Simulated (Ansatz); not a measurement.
Working through a single point from a YAML input of LiH2IO, space group Pmma

Program: Ansatz 0.2.0, Python API.

Contents of `input.yaml`:
```yaml
crystal:
  lattice:
    - [6.434499, 0.0, 0.0]
    - [0.0, 4.397099, 0.0]
    - [0.0, 0.0, 5.620252]
  atoms:
    - { symbol: Li, position: [0.5, 0.5, 0.0] }
    - { symbol: Li, position: [0.0, 0.5, 0.0] }
    - { symbol: H, position: [0.75, 0.675496, 0.352828] }
    - { symbol: H, position: [0.75, 0.324504, 0.352828] }
    - { symbol: H, position: [0.25, 0.675496, 0.647172] }
    - { symbol: H, position: [0.25, 0.324504, 0.647172] }
    - { symbol: I, position: [0.75, 0.0, 0.745454] }
    - { symbol: I, position: [0.25, 0.0, 0.254546] }
    - { symbol: O, position: [0.75, 0.5, 0.242964] }
    - { symbol: O, position: [0.25, 0.5, 0.757036] }
kpoints:
  mp_grid: { kspacing: 0.4 }
hamiltonian:
  xc: lda
scf:
  occupations: { method: fixed }
basis:
  ecutwfc: 420
output:
  forces: true
```

Typed at the interpreter:
```pycon
>>> import json
>>> import ansatz as az
>>> import yaml
>>> with open("input.yaml") as handle:
...     tree = yaml.safe_load(handle)
...
>>> print("sections:", list(tree))
sections: ['crystal', 'kpoints', 'hamiltonian', 'scf', 'basis', 'output']
>>> out = az.Session.from_dict(tree).plan().execute()
>>> rep = out.report
>>> type(out).__name__, type(rep).__name__
('RunOutcome', 'dict')
>>> for key in ("converged", "n_iterations", "n_electrons", "n_kpoints", "n_pw", "n_symmetry_ops", "free_energy_ev", "fermi_energy_ev"):
...     print(f"{key:18s} {rep[key]}")
...
converged          True
n_iterations       7
n_electrons        56.0
n_kpoints          12
n_pw               3113
n_symmetry_ops     8
free_energy_ev     -16294.445082171249
fermi_energy_ev    2.48526114645726
>>> # forces, one row an atom
>>> print("forces (eV/A)")
forces (eV/A)
>>> for site, force in zip(out.lattice.sites, rep["forces_ev_ang"]):
...     print(f"  {site.symbol:2s} {force[0]:9.4f} {force[1]:9.4f} {force[2]:9.4f}")
...
  Li    0.0000   -0.0000    0.0000
  Li    0.0000   -0.0000    0.0000
  H    -0.0000    0.1958    0.1124
  H    -0.0000   -0.1958    0.1124
  H     0.0000    0.1958   -0.1124
  H     0.0000   -0.1958   -0.1124
  I     0.0000    0.0000   -0.0378
  I    -0.0000   -0.0000    0.0378
  O    -0.0000    0.0000   -0.4372
  O     0.0000   -0.0000    0.4372
>>> keep = ["free_energy_ev", "energy_sigma0_ev", "fermi_energy_ev", "n_iterations", "converged", "magnetization_mub", "n_kpoints"]
>>> with open("lih2io.json", "w") as handle:
...     json.dump({key: rep[key] for key in keep}, handle, indent=1)
...
>>> used = rep["setup"]
>>> print("cutoffs (eV):", used["ecut_ev"], used["ecutrho_ev"], " FFT grid:", used["fft_dense"])
cutoffs (eV): 420.0 1680.0  FFT grid: [45, 30, 40]
>>> print("cell volume {:.3f} A^3, {} symmetry operations".format(used["cell_volume_ang3"], used["n_sym_ops"]))
cell volume 159.015 A^3, 8 symmetry operations
```

`lih2io.json`, as written:
```json
{
 "free_energy_ev": -16294.445082171249,
 "energy_sigma0_ev": -16294.445082171249,
 "fermi_energy_ev": 2.48526114645726,
 "n_iterations": 7,
 "converged": true,
 "magnetization_mub": 0.0,
 "n_kpoints": 12
}
```

These settings explore the input space; cutoff and mesh may be short of convergence. An absolute Fermi energy rests on an arbitrary zero of the periodic potential and has no direct meaning. The structure comes from a database of computed cells and needn't be a stable or known phase. Timing: 3 s on 1 thread of Arm Neoverse V2, on a shared host, peak memory 0.42 GiB.
